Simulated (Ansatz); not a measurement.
# C2H6MoOS: how energies converge with the basis set

The task here is to estimate one member of a computed series from the others.

Method: one geometry, several basis sets; program: Ansatz 0.2.0, Gaussian basis.

Plan: PBE0-D4/def2-SVP; ωB97M-V/def2-SVP; PBE0-D4/def2-QZVPP; ωB97M-V/def2-QZVPP; the functionals' def2-TZVPP values are taken from earlier runs.

### The relaxed structure

An earlier PBE0-D4 in a triple-zeta def2 set relaxation fixed the geometry. Mo takes the def2 core potential; no spin-orbit term is included.

11 atoms, charge 0, spin multiplicity 1.

Atoms are counted from 1 here; the program's logs count them from 0.

Bond lengths: C1–Mo2 2.088 Å, C1–H6 1.096 Å, C1–H7 1.095 Å, C1–H8 1.091 Å, Mo2–C3 2.088 Å, Mo2–O4 1.667 Å, Mo2–S5 2.106 Å, C3–H9 1.091 Å, C3–H10 1.096 Å, C3–H11 1.095 Å. Angles: Mo2–C1–H6 107.3°, Mo2–C1–H7 108.5°, Mo2–C1–H8 112.8°, H6–C1–H7 110.2°, H6–C1–H8 109.0°, H7–C1–H8 109.0°, C1–Mo2–C3 113.6°, C1–Mo2–O4 107.9°, C1–Mo2–S5 108.3°, C3–Mo2–O4 107.9°, C3–Mo2–S5 108.3°, O4–Mo2–S5 110.8°, Mo2–C3–H9 112.8°, Mo2–C3–H10 107.3°, Mo2–C3–H11 108.5°, H9–C3–H10 109.0°, H9–C3–H11 109.0°, H10–C3–H11 110.2°.

As a file:

```xyz
11

C    -1.7022    0.4532    0.2816
Mo    0.1188    0.2119   -0.7117
C     1.5701   -0.7650    0.4288
O    -0.1593   -0.7006   -2.0787
S     0.8517    2.1191   -1.2208
H    -2.0688   -0.5474    0.5397
H    -1.5277    1.0378    1.1904
H    -2.4528    0.9598   -0.3275
H     2.5135   -0.8916   -0.1051
H     1.1716   -1.7532    0.6872
H     1.7505   -0.1809    1.3367
```

The first run:

in.yaml reads:

```yaml
crystal:
  periodic: [false, false, false]
  atoms:
    - {symbol: C, position_ang: [-1.702222, 0.453181, 0.281585]}
    - {symbol: Mo, position_ang: [0.118841, 0.211894, -0.711674]}
    - {symbol: C, position_ang: [1.570077, -0.765015, 0.428756]}
    - {symbol: O, position_ang: [-0.159316, -0.700629, -2.078749]}
    - {symbol: S, position_ang: [0.851680, 2.119084, -1.220793]}
    - {symbol: H, position_ang: [-2.068836, -0.547399, 0.539692]}
    - {symbol: H, position_ang: [-1.527668, 1.037828, 1.190387]}
    - {symbol: H, position_ang: [-2.452845, 0.959846, -0.327482]}
    - {symbol: H, position_ang: [2.513515, -0.891605, -0.105106]}
    - {symbol: H, position_ang: [1.171554, -1.753248, 0.687244]}
    - {symbol: H, position_ang: [1.750521, -0.180939, 1.336738]}
basis:
  gaussian: {orbitals: def2-SVP}
hamiltonian: {xc: pbe0, dispersion: d4}
output: {orbitals: {seedname: orbitals}}
```

The run is started by

```bash
ansatz run in.yaml --threads 4 --pin off --events-out ev --progress --plain --max-ram 11315MiB
```

Steps of the session up to this table: PBE0-D4 in def2-SVP; ωB97M-V in def2-SVP; PBE0-D4 in def2-QZVPP; ωB97M-V in def2-QZVPP.

One of the session's tables, all rows but one given; the rest of the session is left out.

It belongs to the step «Density functionals: the series». 

| functional | basis | HOMO (eV) | LUMO (eV) |
| --- | --- | --- | --- |
| PBE0-D4 | def2-SVP | -7.59 | -3.04 |
| PBE0-D4 | def2-TZVPP | -7.59 | -3.03 |
| PBE0-D4 | def2-QZVPP | -7.61 | -3.04 |
| ωB97M-V | def2-SVP | -9.67 | -0.99 |
| ωB97M-V | def2-TZVPP | -9.70 | -1.00 |
| ωB97M-V | def2-QZVPP | ? | ? |

Q: Estimate the row for ωB97M-V, def2-QZVPP from the others.

As computed: HOMO (eV): -9.72; LUMO (eV): -1.02. In the column «HOMO (eV)» it is the lowest.
